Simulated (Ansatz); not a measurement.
Crystal: NbTe.

```
Te Nb
1.0
     3.70297    0.00000    0.00000
    -1.85149    3.20687    0.00000
     0.00000    0.00000    3.69421
Te Nb
1 1
Cartesian
  1.8515 1.0690 0.0000
  0.0000 0.0000 1.8471
```

The cell comes from a database or a generator and needn't be the stable form of this composition.

Base run:

```yaml
Program: Ansatz 0.2.0
Functional: BLYP
Potentials_or_basis: Ansatz PAW
Cutoff: "420 eV (not typed: the program's choice for these potentials)"
k_mesh: 8 × 8 × 7
Occupations: fermi-dirac, width 0.05 eV
Spin: no spin polarisation
```

Its results: band gap on the k mesh none (metal or under the smearing width); pressure 6.6 GPa.

Problem. After a change of settings the same cell gave: band gap on the k mesh none (metal or under the smearing width); pressure -1.5 GPa. Which change was it?
A. functional from BLYP to r2SCAN; cutoff from 420 eV (not typed: the program's choice for these potentials) to 500 eV (not typed: the program's choice for these potentials)
B. functional from BLYP to LDA
C. functional from BLYP to RPBE
D. functional from BLYP to PBEsol

Solution. A.

Caveats: spin-orbit coupling is left out, which moves the levels of the heavy elements; the PAW data sets come from PBE, with cores solved anew for the run's functional, which leaves a small shift of forces and pressure.
